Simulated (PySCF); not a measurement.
# C2H8OSeSi: the cost of one run

Computed with PySCF 2.14.0, with density-fitted response routines of our own, on a single molecule in the gas phase. Atoms count from 0, in the outputs and in this text.

## Step 1: The molecule as given

13 atoms, charge 0, multiplicity 1; geometry from: GFN2-xTB. The atoms were then displaced at random by about 0.01 Å, so the start is not that level's minimum.

Bonds of the start (Å): C0–C1 1.51, C1–Si2 1.88, Si2–O3 1.61, Si2–Se4 2.33, C0–H5 1.12, C0–H6 1.06, C0–H7 1.10, C1–H8 1.07, C1–H9 1.09, Si2–H10 1.48, O3–H11 0.94, Se4–H12 1.45.

## Step 2: Geometry optimisation at PBE0-D3(BJ)/def2-SVP

What the job is given:

```
{"job": {"xc": "PBE0", "basis": "def2-SVP", "d3": "d3bj", "grid": 1, "shake": 0.01, "kind": "geom"}, "charge": 0, "multiplicity": 1}
C     -1.814720     0.186420     0.312270
C     -0.632410     0.193470    -0.620670
Si     0.972560    -0.055600     0.323300
O      0.921460    -1.483940     1.069760
Se     2.794460    -0.177370    -1.120900
H     -2.759640     0.337320    -0.262250
H     -1.884370    -0.721140     0.864870
H     -1.748040     1.035370     1.015800
H     -0.748620    -0.594840    -1.334230
H     -0.589810     1.132220    -1.167090
H      1.288760     1.007100     1.297760
H      1.662970    -1.980050     1.352850
H      2.543230     1.104160    -1.741790
```

The run is started by

```bash
$ OMP_NUM_THREADS=1 python probes_run.py task.json out
```

The driver reads the jobs from task.json and runs them one after another.

Q: Estimate the wall time and peak memory of this first job on 1 thread of Arm Neoverse V1, shared host.

About 2.4 min, with a peak of 0.51 GiB.
